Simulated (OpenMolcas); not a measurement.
**Cu⁴⁺ among point charges: CASSCF and CASPT2 levels and susceptibility**

Aim: the splitting of the states of Cu⁴⁺ in the field of 6 point charges, its lowest levels with spin-orbit coupling and its magnetic susceptibility.

The numbers are computed with OpenMolcas 26.06 (state-averaged CASSCF and CASPT2, spin-orbit coupling by RASSI with atomic mean-field integrals), except any that are marked as measured or tabulated.

### 1 What is computed

```
Species                           : Cu⁴⁺ (copper, Z = 29, 25 electrons)
Basis                             : ANO-RCC-VDZP [5s4p2d1f], 34 functions
Scalar Hamiltonian                : DKH2, point nucleus
Inactive shells                   : 1s 2s 2p 3s 3p
Active space                      : 7 electrons in 5 orbitals (3d)
Some configurations of this space : 3d7
Orbitals                          : optimised for each spin and parity, averaged over all roots
```

Outer shells as boxes (Hund's rule):

3d7
```
3d [↑↓][↑↓][↑ ][↑ ][↑ ]
```

The ion sits among 6 point charges of -2.2 e arranged as a trigonal antiprism (D3d), 2.01 Å from the ion, with a polar angle of 63.0° against the regular 54.74°.

The work runs as a chain of OpenMolcas steps in one folder; each step below is one input file. Labels, J, g values, rates, χT and fits are worked out afterwards by a script from the matrices that RASSI stores. The input lists half of the charges; inversion (Group=XYZ) makes the rest.

### 2 GATEWAY and SEWARD: basis and integrals

Contents of a.inp:

```
&GATEWAY
Coord
1

Cu 0.0 0.0 0.0
Basis=ANO-RCC-VDZP
Group=XYZ
NoMove
AngMom=0.0 0.0 0.0
AMFI
XField
3 Angstrom 0
0.000000 1.790062 0.914210 -2.200000
1.550239 -0.895031 0.914210 -2.200000
1.550239 0.895031 -0.914210 -2.200000
&SEWARD
```

Launch:

```sh
> OMP_NUM_THREADS=1 MOLCAS_MEM=1689 MOLCAS_PROJECT=a pymolcas a.inp > a.log
```

### 3 Reference wave functions, quartets of even parity, 10 roots

Contents of a.inp:

```
&RASSCF
FileOrb=start.orb
Symmetry=1
Spin=4
nActEl=7 0 0
Inactive=3 6
Ras2=5 0
CIRoot=10 10 1
SDav=10
CIMx=300
Iter=120 100
PrWF=0.3
OrbListing=Nothing
MaxOrb=0
>>> COPY $Project.JobIph JOB001
```

start.orb holds the contracted functions of the basis, ordered by shell, or the orbitals of the step before.

### 4 Reference wave functions, doublets of even parity, 40 roots

Contents of a.inp:

```
&RASSCF
FileOrb=start.orb
Symmetry=1
Spin=2
nActEl=7 0 0
Inactive=3 6
Ras2=5 0
CIRoot=40 40 1
SDav=40
CIMx=300
Iter=120 100
PrWF=0.3
OrbListing=Nothing
MaxOrb=0
>>> COPY $Project.JobIph JOB002
```

### 5 RASSI: spin-orbit coupling between the states

Contents of a.inp:

```
&RASSI
NrOfJobIphs=2 10 40
1 2 3 4 5 6 7 8 9 10
1 2 3 4 5 6 7 8 9 10 11 12 13 14 15 16 17 18 19 20 21 22 23 24 25 26 27
28 29 30 31 32 33 34 35 36 37 38 39 40
IphNames
JOB001
JOB002
EJob
SpinOrbit
DIPRint=1.0
SOCoupling=1000.0
Subsets=2
Property=9
'ANGMOM' 1 'ANGMOM' 2 'ANGMOM' 3 'MLTPL  1' 1 'MLTPL  1' 2 'MLTPL  1' 3
'AMFI' 1 'AMFI' 2 'AMFI' 3
SOProperty=3
'ANGMOM' 1 'ANGMOM' 2 'ANGMOM' 3
```

### 6 CASPT2: IPEA 0.25, imaginary shift 0.1 (closed shells correlated: 3s 3p)

Contents of a.inp:

```
>>> COPY JOB001 $Project.JobIph
&CASPT2
Multistate=10 1 2 3 4 5 6 7 8 9 10
NoMult
Frozen=2 3
IPEA=0.25
Imaginary=0.1
MaxIter=60
WThr=0.0 0.3 0.05
PrWF=0.5
NoMix
>>> COPY JOB002 $Project.JobIph
&CASPT2
Multistate=40 1 2 3 4 5 6 7 8 9 10 11 12 13 14 15 16 17 18 19 20 21 22
23 24 25 26 27 28 29 30 31 32 33 34 35 36 37 38 39 40
NoMult
Frozen=2 3
IPEA=0.25
Imaginary=0.1
MaxIter=60
WThr=0.0 0.3 0.05
PrWF=0.5
NoMix
```

(Steps that only read results are left out.)

Before running it: what results should come out? Wanted: spin-free ground state; first state of the same spin within the active space; lowest level; next level.

**Answer**, as computed:

```
                                            quantity                                                                        value
                                              method  SS-CASPT2, IPEA 0.25, imaginary shift 0.1 (closed shells correlated: 3s 3p)
                              spin-free ground state                                               4E, 2-fold in its orbital part
first state of the same spin within the active space                                                              4A2 at 232 cm⁻¹
                                        lowest level                                            2-fold E1/2, g = 1.40, 6.21, 6.21
                                          next level                                                                   274.4 cm⁻¹
                                         χT at 300 K                                                               4.63 cm³ K/mol
                           effective moment at 300 K                                                                      6.08 μB
```

Cost by method:

```
                                              method  time of its own steps  time with the reference
                                           A. CASSCF                  8.7 s                    8.7 s
B. SS-CASPT2, IPEA 0.25, imaginary shift 0.1, +3s 3p                  2.5 s                     11 s
```

Times are of one thread on a shared host.

In words: The spin-free ground state (4E) comes to 99 % from free-ion F terms and keeps the highest spin of the shell. χT at 300 K is 4.63, against 1.88 cm³ K/mol for the spin alone, so orbital moment adds to it. An active space of the d shell alone favours high spin; real ions in strong fields can be low spin. CASPT2 does not keep the components of a term degenerate, and the means are used. The field of point charges can differ much from that of real complexes. With metal d orbitals alone active, the gaps between spin states are rough; where two lie within a few thousand cm-1, their order is open. Point charges carry no covalency, so the field is a model and not that of real ligands.
